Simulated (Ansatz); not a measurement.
**Molecular dynamics of Li**

input.yaml

```yaml
accuracy: low
crystal:
  lattice:
    - [7.094447, 0.0, 0.0]
    - [0.0, 7.094447, 0.0]
    - [0.0, 0.0, 7.094447]
  atoms:
    - { symbol: Li, position: [0.0, 0.0, 0.0] }
    - { symbol: Li, position: [0.5, 0.0, 0.0] }
    - { symbol: Li, position: [0.0, 0.5, 0.0] }
    - { symbol: Li, position: [0.0, 0.0, 0.5] }
    - { symbol: Li, position: [0.25, 0.25, 0.25] }
    - { symbol: Li, position: [0.5, 0.5, 0.0] }
    - { symbol: Li, position: [0.5, 0.0, 0.5] }
    - { symbol: Li, position: [0.75, 0.25, 0.25] }
    - { symbol: Li, position: [0.0, 0.5, 0.5] }
    - { symbol: Li, position: [0.25, 0.75, 0.25] }
    - { symbol: Li, position: [0.25, 0.25, 0.75] }
    - { symbol: Li, position: [0.5, 0.5, 0.5] }
    - { symbol: Li, position: [0.75, 0.75, 0.25] }
    - { symbol: Li, position: [0.75, 0.25, 0.75] }
    - { symbol: Li, position: [0.25, 0.75, 0.75] }
    - { symbol: Li, position: [0.75, 0.75, 0.75] }
basis:
  ecutwfc: 420.0
kpoints:
  mp_grid: { grid: [2, 2, 2] }
hamiltonian:
  xc: pbesol
scf:
  occupations: { method: fermi_dirac, width: 0.11 }
  lower_state_search: "off"
  max_iter: 57
md:
  timestep: 1
  n_steps: 200
  ensemble: nvt_langevin
  temperature: 1300.0
  initial_velocities: maxwell_boltzmann
  seed: 711023
  friction: 0.5
```

Run as:

```bash
$ ansatz run input.yaml --threads 1 --pin off --max-ram 3072MiB --backend cpu --events-out ev --progress --plain --runs-dir out
```

It starts from a structure without forces on its atoms.

Output, in part (step lines):

```
md step     0: t =     0.00 fs  T =  1218.8 K  F+E_penalty+E_count = -3247.68928479 eV  E_kin = 2.520570 eV  (6 SCF iters)
md step     1: t =     1.00 fs  T =   835.5 K  F+E_penalty+E_count = -3247.68708641 eV  E_kin = 1.727869 eV  (7 SCF iters)
md step     2: t =     2.00 fs  T =   989.0 K  F+E_penalty+E_count = -3247.68188862 eV  E_kin = 2.045495 eV  (7 SCF iters)
md step     3: t =     3.00 fs  T =  1199.4 K  F+E_penalty+E_count = -3247.67566233 eV  E_kin = 2.480511 eV  (7 SCF iters)
md step     4: t =     4.00 fs  T =  1105.9 K  F+E_penalty+E_count = -3247.66729279 eV  E_kin = 2.287241 eV  (6 SCF iters)
md step     5: t =     5.00 fs  T =  1243.6 K  F+E_penalty+E_count = -3247.65817600 eV  E_kin = 2.571968 eV  (6 SCF iters)
md step     6: t =     6.00 fs  T =  1085.6 K  F+E_penalty+E_count = -3247.64936903 eV  E_kin = 2.245201 eV  (6 SCF iters)
md step     7: t =     7.00 fs  T =  1447.2 K  F+E_penalty+E_count = -3247.63941252 eV  E_kin = 2.992977 eV  (6 SCF iters)
[... lines left out ...]
md step   199: t =   199.00 fs  T =  1282.8 K  F+E_penalty+E_count = -3246.66652254 eV  E_kin = 2.653128 eV  (6 SCF iters)
md step   200: t =   200.00 fs  T =  1395.2 K  F+E_penalty+E_count = -3246.68401830 eV  E_kin = 2.885537 eV  (6 SCF iters)
```

The steps, from the saved trajectory:

| time (fs) | T (K) | potential energy less start (eV) |
| --- | --- | --- |
| 0.0 | 1219 | 0.000 |
| 6.0 | 1086 | 0.040 |
| 12.0 | 1328 | 0.102 |
| 18.0 | 1410 | 0.130 |
| 24.0 | 1490 | 0.265 |
| 30.0 | 1020 | 0.313 |
| 36.0 | 1316 | 0.399 |
| 42.0 | 1280 | 0.441 |
| 48.0 | 896 | 0.587 |
| 54.0 | 1015 | 0.705 |
| 60.0 | 838 | 0.753 |
| 66.0 | 867 | 0.816 |
| 72.0 | 1298 | 0.793 |
| 78.0 | 1587 | 0.747 |
| 84.0 | 1161 | 0.912 |
| 90.0 | 1635 | 0.883 |
| 96.0 | 1364 | 0.959 |
| 102.0 | 1463 | 1.134 |
| 108.0 | 1450 | 1.191 |
| 114.0 | 1297 | 1.328 |
| 120.0 | 1534 | 1.321 |
| 126.0 | 1253 | 1.248 |
| 132.0 | 878 | 1.235 |
| 138.0 | 1119 | 1.299 |
| 144.0 | 1211 | 1.229 |
| 150.0 | 1083 | 1.251 |
| 156.0 | 1437 | 1.074 |
| 162.0 | 977 | 0.964 |
| 168.0 | 1432 | 0.899 |
| 174.0 | 1866 | 0.824 |
| 180.0 | 1368 | 0.738 |
| 186.0 | 1894 | 0.775 |
| 192.0 | 1628 | 0.901 |
| 198.0 | 1460 | 1.013 |

The run went to its last step. A run of 0.2 ps of so small a system gives no equilibrium averages. The friction is so strong that the motion is overdamped, so the time scale means little. Limits of this set-up: coarse k mesh, low accuracy level.

Mean squared displacements from the first frame to the last, about the centre of mass: Li 0.14 Å².

Last frame:

```xyz
16
Lattice="7.0944 0.0000 0.0000 0.0000 7.0944 0.0000 0.0000 0.0000 7.0944" Properties=species:S:1:pos:R:3
Li -0.042 -0.073 -0.127
Li 3.678 0.081 0.279
Li 0.077 3.503 0.118
Li -0.520 -0.251 3.295
Li 1.857 1.483 2.353
Li 3.898 3.201 -0.077
Li 3.690 -0.073 3.879
Li 5.517 1.864 1.913
Li 0.143 3.310 3.483
Li 1.638 5.285 2.044
Li 1.716 1.470 4.974
Li 3.617 3.750 3.739
Li 5.538 5.005 1.557
Li 5.446 1.713 5.193
Li 1.642 5.222 5.397
Li 5.062 5.697 5.300
```

Time of the run: 12 min on 1 thread of Arm Neoverse V1, on a shared host, peak memory 0.51 GiB.
